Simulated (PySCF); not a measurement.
**CBr: bond curves at several levels of theory**

The task here is to estimate one member of a computed series from the others.

Computed with PySCF 2.14.0. Level: C def2-TZVPP, Br def2-TZVPP, no relativity.

Set-up of the first run:

The job is set up so:

- atoms: C, Br
- charge: 0
- basis: C def2-TZVPP, Br def2-TZVPP
- Hamiltonian: no relativity
- basis functions: 79
- electrons treated: 41
- masses in u: 12.0000, 78.9183
- levels: PBE0, PBE, r²SCAN, r²SCANh, MN15, M06-2X, PBEsol, ωB97X, HF, MP2, SCS-MP2, CCSD, CCSD(T)
- grid: 80 radial by 434 angular points
- occupations: held fixed by the projection of orbital angular momentum
- dissociation limit: C + Br, each in its ground configuration
- starting distance in angstrom: 1.825
- values of 2S to try: 1, 3

On the command line:

```console
$ OMP_NUM_THREADS=1 python dia.py task.json out
```

Among the steps run: The job; First curve: PBE0; Higher solutions at PBE0; PBE; r²SCAN (meta-GGA); r²SCANh (hybrid meta-GGA); MN15 (hybrid meta-GGA); M06-2X; PBEsol; ωB97X (range-separated hybrid); UHF (mean field); Correlated methods on the Hartree–Fock reference.

One of the session's tables, all rows but one given; the rest of the session is left out.

It belongs to the step «The curves together». Energy (eV) from each level's lowest point:

```
R (Å)    UHF  UHF-MP2  UHF-SCS-MP2  UHF-CCSD  UHF-CCSD(T)
1.566  1.185    0.974        1.021       n/a          n/a
1.639  0.550    0.405        0.439     0.479        0.495
1.712  0.191    0.108        0.128     0.150        0.160
1.766  0.053    0.013        0.023     0.034        0.038
1.821  0.000    0.000        0.000     0.000        0.000
1.876  0.011    0.048        0.038     0.029        0.025
1.948  0.100    0.183        0.159     0.140        0.130
2.039      ?        ?            ?         ?            ?
2.149  0.597    0.811        0.756     0.686        0.660
2.295  0.988    1.616        1.558       n/a          n/a
```

Estimate the missing values for R (Å) = 2.039.

Worked estimate for «UHF». A straight line through the neighbours (1.948, 0.100) and (2.149, 0.597) gives 0.100 + (0.597 − 0.100) × (2.039 − 1.948) / (2.149 − 1.948) = 0.325; a parabola fitted to 4 rows on both sides gives 0.315.

**Answer.** UHF: 0.294; UHF-MP2: 0.429; UHF-SCS-MP2: 0.389; UHF-CCSD: 0.358; UHF-CCSD(T): 0.339. In «UHF» the line misses by +0.031 and the parabola by +0.021.
